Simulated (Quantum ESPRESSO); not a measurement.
# Si in Quantum ESPRESSO: settings compared

The runs below take Si through relaxation of the atoms, with RPBE+D3, PBE+D3.

Program: Quantum ESPRESSO 7.5. These are calculated values, not measurements. Logs are shortened: lines on timing, memory, paths and dates and some standing lists are left out, and cuts for length are marked.

### 1 Starting point

The cell holds a sheet with vacuum, 1 atom: a = 2.399 Å, b = 2.418 Å, c = 23.800 Å, α = 90.00°, β = 90.00°, γ = 90.00°.

The cell was built by a generator and needn't be a form met in nature.

### 2 Relaxation of the atoms, RPBE+D3

Contents of pw.in:

```
&CONTROL
  calculation = 'relax'
  prefix = 'pwscf'
  outdir = './tmp'
  pseudo_dir = './pseudo'
  tprnfor = .true.
  disk_io = 'low'
  nstep = 40
  forc_conv_thr = 0.001
  etot_conv_thr = 0.0001
  max_seconds = 542
/
&SYSTEM
  ibrav = 0
  celldm(1) = 8
  nat = 1
  ntyp = 1
  ecutwfc = 36
  nbnd = 7
  input_dft = 'rpbe'
  occupations = 'smearing'
  smearing = 'fd'
  degauss = 0.00734986
  vdw_corr = 'grimme-d3'
  dftd3_version = 3
/
&ELECTRONS
  conv_thr = 2d-08
  electron_maxstep = 150
  mixing_beta = 0.3
  mixing_mode = 'local-TF'
/
&IONS
  upscale = 10
  ion_dynamics = 'bfgs'
/
ATOMIC_SPECIES
Si    28.0850 Si.upf
CELL_PARAMETERS alat
  0.5667572106671   0.0000000000000   0.0000000000000
  0.0000000000000   0.5711555482222   0.0000000000000
  0.0000000000000   0.0000000000000   5.6219352207617
ATOMIC_POSITIONS crystal
Si     0.5000000000    0.5000000000    0.2941200000
K_POINTS automatic
11 11 1 0 0 0
```

Contents of pp_density.in:

```
&INPUTPP
  prefix = 'pwscf'
  outdir = './tmp'
  filplot = 'density.dat'
  plot_num = 0
/
&PLOT
  nfile = 1
  filepp(1) = 'density.dat'
  iflag = 3
  output_format = 6
  fileout = 'density.cube'
/
```

Contents of pp_potential.in:

```
&INPUTPP
  prefix = 'pwscf'
  outdir = './tmp'
  filplot = 'potential.dat'
  plot_num = 11
/
&PLOT
  nfile = 1
  filepp(1) = 'potential.dat'
  iflag = 3
  output_format = 6
  fileout = 'potential.cube'
/
```

Contents of pp_elf.in:

```
&INPUTPP
  prefix = 'pwscf'
  outdir = './tmp'
  filplot = 'elf.dat'
  plot_num = 8
/
&PLOT
  nfile = 1
  filepp(1) = 'elf.dat'
  iflag = 3
  output_format = 6
  fileout = 'elf.cube'
/
```

Potentials or basis: PseudoDojo 0.4.1 SR PBE standard.

On the command line:

```sh
$ OMP_NUM_THREADS=1 mpirun -n 2 pw.x -nk 2 -in pw.in > pw.out
$ OMP_NUM_THREADS=1 mpirun -n 1 pp.x -in pp_density.in > pp_density.out
$ OMP_NUM_THREADS=1 mpirun -n 1 pp.x -in pp_potential.in > pp_potential.out
$ OMP_NUM_THREADS=1 mpirun -n 1 pp.x -in pp_elf.in > pp_elf.out
```

pw.out:

```text
This program is part of the open-source Quantum ESPRESSO suite
     for quantum simulation of materials; please cite
         "P. Giannozzi et al., J. Phys.:Condens. Matter 21 395502 (2009);
         "P. Giannozzi et al., J. Phys.:Condens. Matter 29 465901 (2017);
         "P. Giannozzi et al., J. Chem. Phys. 152 154105 (2020);
     in publications or presentations arising from this work. More details at

     IMPORTANT: XC functional enforced from input :
     Exchange-correlation= RPBE
                           (   1   4  44   4   0   0   0)
     Any further DFT definition will be discarded
     Please, verify this is what you really want

     Message from routine setup:
[... 7 lines left out ...]
     --------------------
     sticks:   dense  smooth     PW     G-vecs:    dense   smooth      PW
     Sum         241     241     71                27323    27323    4993

     Using Slab Decomposition

     bravais-lattice index     =            0
     lattice parameter (alat)  =       8.0000  a.u.
     unit-cell volume          =     931.7668 (a.u.)^3
     number of atoms/cell      =            1
     number of atomic types    =            1
     number of electrons       =         4.00
     number of Kohn-Sham states=            7
     kinetic-energy cutoff     =      36.0000  Ry
     charge density cutoff     =     144.0000  Ry
     scf convergence threshold =      2.0E-08
     mixing beta               =       0.3000
     number of iterations used =            8  local-TF  mixing
     energy convergence thresh.=      1.0E-04
     force convergence thresh. =      1.0E-03
     Exchange-correlation= RPBE
                           (   1   4  44   4   0   0   0)
     nstep                     =           40

     celldm(1)=   8.000000  celldm(2)=   0.000000  celldm(3)=   0.000000
     celldm(4)=   0.000000  celldm(5)=   0.000000  celldm(6)=   0.000000

     crystal axes: (cart. coord. in units of alat)
               a(1) = (   0.566757   0.000000   0.000000 )
               a(2) = (   0.000000   0.571156   0.000000 )
               a(3) = (   0.000000   0.000000   5.621935 )

     reciprocal axes: (cart. coord. in units 2 pi/alat)
               b(1) = (  1.764424  0.000000  0.000000 )
               b(2) = (  0.000000  1.750837  0.000000 )
               b(3) = (  0.000000  0.000000  0.177875 )

     PseudoPot. # 1 for Si read from file:
     Si.upf
     Pseudo is Norm-conserving + core correction, Zval =  4.0
     Generated using ONCVPSP code by D. R. Hamann
     Using radial grid of 1510 points,  6 beta functions with:
                l(1) =   0
                l(2) =   0
                l(3) =   1
                l(4) =   1
                l(5) =   2
                l(6) =   2

     atomic species   valence    mass     pseudopotential
     Si                4.00    28.08500     Si( 1.00)

      4 Sym. Ops. (no inversion) found

   Cartesian axes

     site n.     atom                  positions (alat units)
         1        Si     tau(   1) = (   0.2833786   0.2855778   1.6535236  )

     --------------------------------------------
     DFT-D3 Dispersion Correction (3-body terms):
     --------------------------------------------
       Reference C6 values for interpolation:

         atom   Coordination number   C6
         Si         0.000           635.71
         Si         0.951           540.53
         Si         1.944           466.25
         Si         2.941           443.01
         Si         3.868           299.55

       Values used:

         atom   Coordination number  R0_AB[au]  C6      C8
         Si         3.878            3.583    303.19  21686.03

         Molecular C6 ( Ry / a.u.^6 ) =       303.19

     number of k points=    36  Fermi-Dirac smearing, width (Ry)=  0.0073
                       cart. coord. in units 2pi/alat
        k(    1) = (   0.0000000   0.0000000   0.0000000), wk =   0.0165289
        k(    2) = (   0.0000000   0.1591670   0.0000000), wk =   0.0330579
        k(    3) = (   0.0000000   0.3183339   0.0000000), wk =   0.0330579
        k(    4) = (   0.0000000   0.4775009   0.0000000), wk =   0.0330579
        k(    5) = (   0.0000000   0.6366678   0.0000000), wk =   0.0330579
        k(    6) = (   0.0000000   0.7958348   0.0000000), wk =   0.0330579
[... 28 lines left out ...]
        k(   35) = (   0.8020109   0.6366678   0.0000000), wk =   0.0661157
        k(   36) = (   0.8020109   0.7958348   0.0000000), wk =   0.0661157

     Dense  grid:    27323 G-vectors     FFT dimensions: (  18,  18, 180)

     Initial potential from superposition of free atoms

     starting charge       3.9994, renormalised to       4.0000

     negative rho (up, down):  2.888E-05 0.000E+00
     Starting wfcs are    4 randomized atomic wfcs +    3 random wfcs

     Self-consistent Calculation

     iteration #  1     ecut=    36.00 Ry     beta= 0.30
     Davidson diagonalization with overlap
     ethr =  1.00E-02,  avg # of iterations =  7.7

     Threshold (ethr) on eigenvalues was too large:
     Diagonalizing with lowered threshold

     Davidson diagonalization with overlap
     ethr =  7.76E-04,  avg # of iterations =  2.2

     total energy              =      -8.41873522 Ry
     estimated scf accuracy    <       0.03134323 Ry

     iteration #  2     ecut=    36.00 Ry     beta= 0.30
     Davidson diagonalization with overlap
     ethr =  7.84E-04,  avg # of iterations =  1.2

     negative rho (up, down):  2.096E-06 0.000E+00

     total energy              =      -8.40923758 Ry
     estimated scf accuracy    <       0.02114435 Ry

     iteration #  3     ecut=    36.00 Ry     beta= 0.30
     Davidson diagonalization with overlap
     ethr =  5.29E-04,  avg # of iterations =  2.6
[... 99 lines left out ...]
     iteration # 14     ecut=    36.00 Ry     beta= 0.30
     Davidson diagonalization with overlap
     ethr =  1.98E-08,  avg # of iterations =  5.2

     negative rho (up, down):  4.299E-06 0.000E+00

     total energy              =      -8.41036707 Ry
     estimated scf accuracy    <       0.00000002 Ry

     iteration # 15     ecut=    36.00 Ry     beta= 0.30
     Davidson diagonalization with overlap
     ethr =  5.04E-10,  avg # of iterations =  4.6

     End of self-consistent calculation

          k = 0.0000 0.0000 0.0000 (  3425 PWs)   bands (ev):

   -14.5549  -6.2021   0.0383   1.2691   1.5678   2.2485   2.3856

          k = 0.0000 0.1592 0.0000 (  3427 PWs)   bands (ev):

   -14.3521  -6.0081   0.2406   1.4799   1.7793   2.4601   2.5877

          k = 0.0000 0.3183 0.0000 (  3421 PWs)   bands (ev):

   -13.7459  -5.4289   0.5623   1.1664   2.1114   2.4219   3.0942

          k = 0.0000 0.4775 0.0000 (  3405 PWs)   bands (ev):

   -12.7427  -4.4759  -2.1862   1.9653   3.1579   3.4818   4.1458

          k = 0.0000 0.6367 0.0000 (  3402 PWs)   bands (ev):
[... 115 lines left out ...]
          k = 0.8020 0.4775 0.0000 (  3398 PWs)   bands (ev):

    -7.7968  -5.6574  -0.0422   2.8125   3.6367   5.4260   7.6430

          k = 0.8020 0.6367 0.0000 (  3356 PWs)   bands (ev):

    -6.4998  -4.5468   0.3969   1.1910   2.8307   4.8810   8.1895

          k = 0.8020 0.7958 0.0000 (  3362 PWs)   bands (ev):

    -4.9777  -3.8627  -1.1794   0.8361   2.4952   6.0704   6.1804

     the Fermi energy is    -3.0563 ev

!    total energy              =      -8.41036709 Ry
     estimated scf accuracy    <       0.00000002 Ry
     smearing contrib. (-TS)   =      -0.00136776 Ry
     internal energy E=F+TS    =      -8.40899933 Ry

     The total energy is F=E-TS. E is the sum of the following terms:
     one-electron contribution =     -56.94087468 Ry
     hartree contribution      =      28.90243029 Ry
     xc contribution           =      -3.02879031 Ry
     ewald contribution        =      22.66395035 Ry
     DFT-D3 Dispersion         =      -0.00571498 Ry

     convergence has been achieved in  15 iterations

     Forces acting on atoms (cartesian axes, Ry/au):

     atom    1 type  1   force =     0.00000000    0.00000000    0.00000000

     Total force =     0.000000     Total SCF correction =     0.000026

     BFGS Geometry Optimization
     Energy error            =      0.0E+00 Ry
     Gradient error          =      0.0E+00 Ry/Bohr

     bfgs converged in   1 scf cycles and   0 bfgs steps
     (criteria: energy <  1.0E-04 Ry, force <  1.0E-03 Ry/Bohr)

     End of BFGS Geometry Optimization

     Final energy             =      -8.4103670926 Ry
Begin final coordinates

ATOMIC_POSITIONS (crystal)
Si               0.5000000000        0.5000000000        0.2941200000
End final coordinates

=------------------------------------------------------------------------------=
   JOB DONE.
=------------------------------------------------------------------------------=
```

Wall time 13 s (2 MPI ranks of Arm Neoverse V2, shared host); peak memory 0.16 GiB.

Results:

```yaml
Free_energy: -114.4289 eV
Band_gap_on_the_k_mesh: none (metal or under the smearing width)
Work_function_of_the_upper_face: 4.63 eV
Work_function_of_the_lower_face: 4.63 eV
```

Final structure:
```yaml
crystal:
  lattice:
    - [2.39932, 0.00000, 0.00000]
    - [0.00000, 2.41794, 0.00000]
    - [0.00000, 0.00000, 23.80000]
  atoms:
    - { symbol: Si, position: [0.50000, 0.50000, 0.29412] }
```

Caveat: the relaxation stopped at its first step, so nothing moved.

### 3 Relaxation of the atoms, PBE+D3

Contents of pw.in:

```
&CONTROL
  calculation = 'relax'
  prefix = 'pwscf'
  outdir = './tmp'
  pseudo_dir = './pseudo'
  tprnfor = .true.
  disk_io = 'low'
  nstep = 30
  forc_conv_thr = 0.001
  etot_conv_thr = 0.0001
  tefield = .true.
  dipfield = .true.
  max_seconds = 818
/
&SYSTEM
  ibrav = 0
  nat = 1
  ntyp = 1
  ecutwfc = 40
  ecutrho = 200
  nbnd = 7
  occupations = 'smearing'
  smearing = 'mv'
  degauss = 0.00734986
  vdw_corr = 'grimme-d3'
  dftd3_version = 3
  edir = 3
  emaxpos = 0.7731
  eopreg = 0.042
  eamp = 0
/
&ELECTRONS
  conv_thr = 2d-08
  electron_maxstep = 150
  mixing_beta = 0.3
  mixing_mode = 'local-TF'
  tqr = .true.
/
&IONS
  upscale = 10
  ion_dynamics = 'bfgs'
/
ATOMIC_SPECIES
Si    28.0850 si_pbe_v1.uspp.F.UPF
CELL_PARAMETERS angstrom
   2.3993200000    0.0000000000    0.0000000000
   0.0000000000    2.4179400000    0.0000000000
   0.0000000000    0.0000000000   23.8000000000
ATOMIC_POSITIONS crystal
Si     0.5000000000    0.5000000000    0.2941200000
K_POINTS automatic
11 11 1 0 0 0
```

Potentials or basis: GBRV 1.5 PBE.

On the command line:

```sh
$ OMP_NUM_THREADS=1 mpirun -n 2 pw.x -nk 2 -in pw.in > pw.out
```

Wall time 15 s (2 MPI ranks of Arm Neoverse V2, shared host); peak memory 0.2 GiB.

Results (log left out):

| Item | Value |
| --- | --- |
| Free energy | -129.7203 eV |
| Band gap on the k mesh | none (metal or under the smearing width) |
| Dipole across the slab | 0.00 D |

Final structure:
```
Si
1.0
     2.39932    0.00000    0.00000
     0.00000    2.41794    0.00000
     0.00000    0.00000   23.80000
Si
1
Direct
  0.50000 0.50000 0.29412
```

Levels at points of the mesh, in eV from the Fermi level:
```tsv
k point	band 1	band 2	band 3	band 4	band 5	band 6
(0.00, 0.00, 0.00)	-11.48	-3.16	3.05	4.22	4.27	5.06
```

Caveat: real space augmentation costs some meV and hundredths of eV per Å; the relaxation stopped at its first step, so nothing moved.
